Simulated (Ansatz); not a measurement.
# CH8OSi2: the cost of one run

Method: RKS PBE/def2-SVP, in Ansatz 0.2.0.

## 1. The structure to begin with

Bond lengths: Si1–H2 1.460 Å, Si1–H3 1.460 Å, Si1–O4 1.679 Å, O4–Si5 1.680 Å, Si5–H6 1.460 Å, Si5–H7 1.460 Å, Si5–H8 1.460 Å, Si1–C9 1.869 Å, C9–H10 1.110 Å, C9–H11 1.110 Å, C9–H12 1.110 Å. Angles (14 of 19 angles, heavy atoms first): O4–Si1–C9 109.5°, Si1–O4–Si5 125.0°, H2–Si1–O4 109.5°, H2–Si1–C9 109.5°, H3–Si1–O4 109.5°, H3–Si1–C9 109.5°, O4–Si5–H6 109.5°, O4–Si5–H7 109.5°, O4–Si5–H8 109.5°, Si1–C9–H10 109.5°, Si1–C9–H11 109.5°, Si1–C9–H12 109.5°, H2–Si1–H3 109.5°, H6–Si5–H7 109.4°.

Coordinates:

```xyz
12

Si    0.0000    0.0000    0.0000
H     0.0000    0.0000    1.4600
H     1.3768    0.0000   -0.4862
O    -0.7913    1.3709   -0.5594
Si   -2.4002    1.4263   -1.0396
H    -3.2124    0.6421   -0.1138
H    -2.8620    2.8114   -1.0378
H    -2.5267    0.8736   -2.3850
C    -0.8808   -1.5259   -0.6227
H    -1.3804   -2.0377    0.2261
H    -1.6409   -1.2332   -1.3768
H    -0.1449   -2.2146   -1.0879
```

## 2. Preparing the start

File input.yaml:

```yaml
crystal:
  periodic: [false, false, false]
  atoms:
    - { symbol: Si, position_ang: [0.0, 0.0, 0.0] }
    - { symbol: H, position_ang: [0.0, 0.0, 1.46] }
    - { symbol: H, position_ang: [1.3768, 0.0, -0.4862] }
    - { symbol: O, position_ang: [-0.7913, 1.3709, -0.5594] }
    - { symbol: Si, position_ang: [-2.4002, 1.4263, -1.0396] }
    - { symbol: H, position_ang: [-3.2124, 0.6421, -0.1138] }
    - { symbol: H, position_ang: [-2.862, 2.8114, -1.0378] }
    - { symbol: H, position_ang: [-2.5267, 0.8736, -2.385] }
    - { symbol: C, position_ang: [-0.8808, -1.5259, -0.6227] }
    - { symbol: H, position_ang: [-1.3804, -2.0377, 0.2261] }
    - { symbol: H, position_ang: [-1.6409, -1.2332, -1.3768] }
    - { symbol: H, position_ang: [-0.1449, -2.2146, -1.0879] }
basis:
  gaussian: { orbitals: def2-SVP }
hamiltonian:
  xc: pbe
relax:
  f_tol: 0.02
  max_steps: 40
output:
  orbitals: {}
```

Launch:

```console
> ansatz run input.yaml --threads 2 --pin off --max-ram 3072MiB --backend cpu --events-out ev --progress --plain --runs-dir out
```

What time and memory should one allow on 2 threads of Arm Neoverse V2, shared host?

About 53 s, with a peak of 0.14 GiB.
